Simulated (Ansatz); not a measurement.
# HMoN: the cost of one run

The runs use Ansatz 0.2.0, Gaussian basis; def2-QZVPP, core rule «outside noble gas», up to 5 orbitals frozen.

The runs, in order: UHF; ROHF; CCSD(T) on UHF.

### Step 1. The system

The geometry is a PBE0/def2-TZVP stationary point (not a proven minimum). No spin-orbit coupling is included. Elements past krypton take def2 core potentials.

3 atoms, charge 0, spin multiplicity 7.

Atoms are counted from 1 here; the program's logs count them from 0.

Bond lengths: Mo1–N2 2.057 Å, N2–H3 1.028 Å. Angles: Mo1–N2–H3 115.2°.

### Step 2. UHF

The input, in.yaml:

```yaml
crystal:
  periodic: [false, false, false]
  atoms:
    - {symbol: Mo, position_ang: [0.000000, 0.010781, 0.282315]}
    - {symbol: N, position_ang: [0.000000, -0.129244, -1.770393]}
    - {symbol: H, position_ang: [0.000000, 0.769802, -2.269895]}
basis:
  gaussian: {orbitals: "def2-QZVPP.json"}
magnetization: {spin_polarized: true, initial_magnetization: 6}
hamiltonian: {xc: hf}
output: {orbitals: {seedname: orbitals}}
```

Command:

```sh
$ ansatz run in.yaml --threads 1 --pin off --events-out ev --progress --plain --max-ram 4096MiB --backend cpu
```

Q: Estimate wall time and peak memory on 1 thread of AMD EPYC 7R13, shared host.

About 17 s, with a peak of 0.35 GiB.
